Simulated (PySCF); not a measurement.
**NdB: bond curves at several levels of theory**

The task here is to estimate one member of a computed series from the others.

Computed with PySCF 2.14.0. Level: Nd x2c-SVPall, B x2c-SVPall, spin-free X2C with a Gaussian nucleus.

1 further run of the same task is left out (it didn't finish).

Set-up of the first run:

Settings of the job:

| Property | Result |
| --- | --- |
| atoms | Nd, B |
| charge | 0 |
| basis | Nd x2c-SVPall, B x2c-SVPall |
| Hamiltonian | spin-free X2C with a Gaussian nucleus |
| basis functions | 99 |
| electrons treated | 65 |
| masses in u | 141.9077, 11.0093 |
| levels | PBE0, PBE, r²SCAN, BHandHLYP, B97-3, HSE06 |
| grid | 80 radial by 434 angular points |
| occupations | held fixed by the projection of orbital angular momentum |
| dissociation limit | Nd + B, each in its ground configuration |
| starting distance in angstrom | 2.370 |
| values of 2S to try | 3, 5, 7 |

Command:

```sh
> OMP_NUM_THREADS=2 python dia.py task.json out
```

Among the steps run: Set-up; PBE0 along the bond; Other states along the same grid; PBE; r²SCAN (meta-GGA); BHandHLYP (global hybrid GGA); B97-3 (global hybrid GGA); HSE06 (range-separated hybrid).

One of the session's tables, all rows but one given; the rest of the session is left out.

It belongs to the step «The curves together». Energy (eV) from each level's lowest point:

```
R (Å)    PBE  r²SCAN   PBE0  B97-3  HSE06
2.013  0.666   0.719  0.599  0.623  0.585
2.107  0.306   0.341  0.268  0.287  0.258
2.200      ?       ?      ?      ?      ?
2.271  0.024   0.032  0.017  0.024  0.017
2.341  0.000   0.000  0.000  0.000  0.000
2.411  0.018   0.011  0.021  0.012  0.020
2.505  0.093   0.078  0.092  0.067  0.090
2.622  0.242   0.223  0.226  0.180  0.224
2.762  0.508   0.450  0.433  0.367  0.425
2.950  0.842   0.792  0.753  0.663  0.737
```

Q: Estimate the row for R (Å) = 2.200 from the others.

Worked estimate for «PBE». A straight line through the neighbours (2.107, 0.306) and (2.271, 0.024) gives 0.306 + (0.024 − 0.306) × (2.200 − 2.107) / (2.271 − 2.107) = 0.146; a parabola fitted to 4 rows on both sides gives 0.096.

As computed: PBE: 0.100; r²SCAN: 0.119; PBE0: 0.083; B97-3: 0.095; HSE06: 0.081. In «PBE» the line misses by +0.046 and the parabola by -0.004.

Caveats from the session: The state is the lowest single determinant that the PBE0 search found; with open d or f shells the true ground state can be another one.
